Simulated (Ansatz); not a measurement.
# HSE06/def2-SVP run of GeH3O2F (SMILES [OH][GeH]([OH])[F])

Aim: the vertical singlet–triplet gap of GeH3O2F at HSE06/def2-SVP, from 2 runs. 

The calculation is run with Ansatz 0.2.0.

72 further runs of the same task are left out: 72 set aside as unsound or not needed.

**1. The structure to begin with**

GeH3O2F: 7 atoms, total charge 0, spin state singlet. SMILES: `[OH][GeH]([OH])[F]`. The shape is that of a PBE0-D4/def2-TZVP optimisation. This is one conformer, not always the lowest.

Bond lengths: O1–Ge2 1.758 Å, Ge2–O3 1.748 Å, Ge2–F4 1.736 Å, O1–H5 0.961 Å, Ge2–H6 1.522 Å, O3–H7 0.961 Å. Angles: O1–Ge2–O3 108.4°, O1–Ge2–F4 104.7°, O3–Ge2–F4 110.1°, O1–Ge2–H6 116.0°, O3–Ge2–H6 108.9°, F4–Ge2–H6 108.5°, Ge2–O1–H5 112.4°, Ge2–O3–H7 112.8°.

**2. A single-point energy at HSE06/def2-SVP**

Input file run.yaml:

```yaml
crystal:
  periodic: [false, false, false]
  atoms:
    - {symbol: O, position_ang: [-0.352900, 1.140300, -0.859300]}
    - {symbol: Ge, position_ang: [-0.107500, -0.026800, 0.432400]}
    - {symbol: O, position_ang: [1.518200, -0.656000, 0.307600]}
    - {symbol: F, position_ang: [-1.260300, -1.284500, 0.113200]}
    - {symbol: H, position_ang: [-1.209200, 1.041800, -1.283900]}
    - {symbol: H, position_ang: [-0.331400, 0.485800, 1.847500]}
    - {symbol: H, position_ang: [1.804400, -0.768700, -0.603100]}
basis:
  gaussian:
    orbitals: def2-SVP
hamiltonian:
  xc: {name: HSE06}
accuracy: high
output:
  orbitals: {seedname: orbitals}
```

Run with:

```bash
$ ansatz run run.yaml --threads 1 --pin off --max-ram 3480MiB --events-out events.jsonl --progress --plain --runs-dir runs
```

The program printed:

```text
Warning: RAYON_NUM_THREADS=1 ignored (pool sized by the plan → 1); use --threads N
Functional definition: HSE06
  name "HSE06"
  parameter a = 0.25
  parameter omega = 0.11/bohr
  exchange = pbe_x - a*pbe_x_sr(omega) + a*exact_x_sr(omega)
  correlation = pbe_c
1869 factors; integrals over basis functions are off by at most 4.4e-9 eV
83 factors; integrals over basis functions are off by at most 1.9e-9 eV
mean field evaluation 1: about -63345.1318 eV, gradient 7.1e1 eV
mean field evaluation 2: about -63329.3419 eV, gradient 1.2e2 eV
mean field evaluation 4: about -63353.2903 eV, gradient 5.7e0 eV
mean field evaluation 8: about -63353.4835 eV, gradient 3.4e-1 eV
mean field evaluation 16: about -63353.4836 eV, gradient 4.0e-5 eV
mean field -63353.48361883 eV, -2328.1975804585 hartree, gradient 3.2e-8 eV, S^2 0.000000; 0 other end points of the search recorded, 0 dependent functions left out
reference -63353.48362193 eV, -2328.1975805722 hartree; 30, 30 occupied and 59, 59 virtual orbitals, 1869 factors
Total energy: -63353.48362193 eV, -2328.1975805722 hartree
```

It took 7.5 s on 1 thread of Arm Neoverse V2, shared host; peak memory 0.32 GiB.

**3. The triplet**

Input file in.yaml:

```yaml
crystal:
  periodic: [false, false, false]
  atoms:
    - {symbol: O, position_ang: [-0.352900, 1.140300, -0.859300]}
    - {symbol: Ge, position_ang: [-0.107500, -0.026800, 0.432400]}
    - {symbol: O, position_ang: [1.518200, -0.656000, 0.307600]}
    - {symbol: F, position_ang: [-1.260300, -1.284500, 0.113200]}
    - {symbol: H, position_ang: [-1.209200, 1.041800, -1.283900]}
    - {symbol: H, position_ang: [-0.331400, 0.485800, 1.847500]}
    - {symbol: H, position_ang: [1.804400, -0.768700, -0.603100]}
basis:
  gaussian:
    orbitals: def2-SVP
hamiltonian:
  xc: hse06
output:
  orbitals: {seedname: orbitals}
magnetization:
  spin_polarized: true
  initial_magnetization: 2
accuracy: high
```

Run with:

```bash
$ ansatz run in.yaml --threads 1 --pin off --max-ram 3480MiB --events-out events.jsonl --progress --plain --runs-dir runs
```

The program printed, cut to the lines that bear on the results:

```text
Warning: RAYON_NUM_THREADS=1 ignored (pool sized by the plan → 1); use --threads N
Functional definition: HSE06
  name "HSE06"
[...]
1869 factors; integrals over basis functions are off by at most 4.4e-9 eV
83 factors; integrals over basis functions are off by at most 1.9e-9 eV
[...]
mean field -63346.05694423 eV, -2327.9246552011 hartree, gradient 7.6e-8 eV, S^2 2.008043; 7 other end points of the search recorded, 0 dependent functions left out
reference -63346.05694794 eV, -2327.9246553372 hartree; 31, 29 occupied and 58, 60 virtual orbitals, 1869 factors
Total energy: -63346.05694794 eV, -2327.9246553372 hartree
```

Run time: 32 s. Hardware: 1 thread of Arm Neoverse V2, shared host; peak memory 0.47 GiB.

**4. Results**

Level: HSE06/def2-SVP.

| quantity | value |
| --- | --- |
| singlet: total energy | -2328.19758 Eh |
| singlet: HOMO energy | -8.77 eV |
| singlet: LUMO energy | 0.10 eV |
| singlet: HOMO–LUMO gap | 8.88 eV |
| triplet: total energy | -2327.92466 Eh |
| triplet: HOMO energy (highest over α and β) | -1.92 eV |
| triplet: ⟨S²⟩ | 2.008 |
| vertical energy of the triplet above the singlet | 7.427 eV |

**Reading.** At this shape the triplet lies 7.43 eV (171 kcal/mol) above the singlet.
